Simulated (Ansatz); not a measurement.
**ScAgTe2 (I-III-VI2 or I-V-VI2 ordering on rocksalt lattice): optical response by level**

How does ScAgTe2 (I-III-VI2 or I-V-VI2 ordering on rocksalt lattice) absorb light if electrons and holes don't interact? Plan: HSE06 for the gap; optics with PBE on 6×6×6; optics with r2SCAN on 6×6×6; optics with PBE and scissors to the HSE06 gap on 6×6×6.

Method: plane waves, PAW; no local fields, no excitons, in Ansatz 0.2.0.

3 further runs of the same task are left out: 3 that didn't finish. Runs told in other sessions of the task aren't counted.

### 1 Starting point

It takes space group R-3m (No. 166, trigonal). Conventional cell: a = 4.212 Å, b = 4.212 Å, c = 21.017 Å, α = 90.00°, β = 90.00°, γ = 120.00°. Ag (site symmetry -3m) has 6 Te at 3.04 Å in its first shell of neighbours. Around Sc (site symmetry -3m) lie 6 Te at 2.95 Å. Around Te (site symmetry 3m) lie 3 Sc at 2.95 Å and 3 Ag at 3.04 Å.

Structure file:

```
Ag Sc Te
1.0
     2.10601    1.21590    7.00563
    -2.10601    1.21590    7.00563
     0.00000   -2.43181    7.00563
Ag Sc Te
1 1 2
Direct
  0.00000 0.00000 0.00000
  0.50000 0.50000 0.50000
  0.24654 0.24654 0.24654
  0.75346 0.75346 0.75346
```

The cell was relaxed beforehand with r2SCAN; those runs aren't shown. No run includes spin-orbit coupling, which matters for Te.

### 2 A hybrid for the gap

input.yaml reads:

```yaml
crystal:
  lattice:
    - [2.1060068629, 1.2159036292, 7.0056316329]
    - [-2.1060068629, 1.2159036292, 7.0056316329]
    - [0.0, -2.4318072584, 7.0056316329]
  atoms:
    - { symbol: Ag, position: [1.0, 0.0, 0.0] }
    - { symbol: Sc, position: [0.5, 0.5, 0.5] }
    - { symbol: Te, position: [0.2465396917, 0.2465396917, 0.2465396917] }
    - { symbol: Te, position: [0.7534603083, 0.7534603083, 0.7534603083] }
kpoints:
  mp_grid: { grid: [4, 4, 4] }
  band_path:
    path:
      - [0.0, 0.0, 0.0]
      - [0.5, 0.5, 0.5]
      - [0.8132510794, 0.1867489206, 0.5]
      - [0.5, -0.1867489206, 0.1867489206]
      - [0.5, 0.0, 0.0]
      - [0.3433744603, -0.3433744603, 0.0]
      - [0.6566255397, 0.0, 0.3433744603]
      - [0.5, 0.0, 0.5]
      - [0.0, 0.5, 0.5]
    npoints: 1
hamiltonian:
  xc: hse06
scf:
  occupations: { method: fixed }
  n_extra_bands: 5
output:
  forces: true
  stress: true
  eigenvalues: true
  write_density: true
  write_potential: true
  elf: true
  volumetric_format: npy
```

On the command line:

```console
$ ansatz run input.yaml --threads 4 --pin off --max-ram 3686MiB --backend cpu --events-out ev --progress --plain --runs-dir out
```

The runs that follow: Optics, PBE; Optics, r2SCAN; Optics, PBE with a scissors shift.

**Question.** What will the summary of the whole plan be? Wanted: ε∞, PBE; ε∞, r2SCAN; tallest peak of ε₂, PBE; tallest peak of ε₂, r2SCAN; HSE06 direct gap.

As calculated:

| quantity | value |
| --- | --- |
| ε∞, PBE | 16.71 (xx, yy), 14.01 (zz) |
| ε∞, r2SCAN | 13.00 (xx, yy), 11.30 (zz) |
| ε∞, PBE + 0.91 eV scissors | 12.55 (xx, yy), 11.06 (zz) |
| tallest peak of ε₂, PBE | 19.7 at 3.05 eV |
| tallest peak of ε₂, r2SCAN | 16.7 at 3.20 eV |
| tallest peak of ε₂, PBE + 0.91 eV scissors | 19.7 at 3.95 eV |
| HSE06 direct gap | 1.75 eV |

What this shows: From PBE to PBE + 0.91 eV scissors the direct gap grows from 0.84 to 1.74 eV, and ε∞ goes from 15.81 to 12.05 (mean of the axes): a wider gap screens less. The response is anisotropic: with PBE ε∞ is 16.71 (xx, yy), 14.01 (zz). Local fields and excitons are left out: both change ε∞, and without excitons the onset lacks its lines.
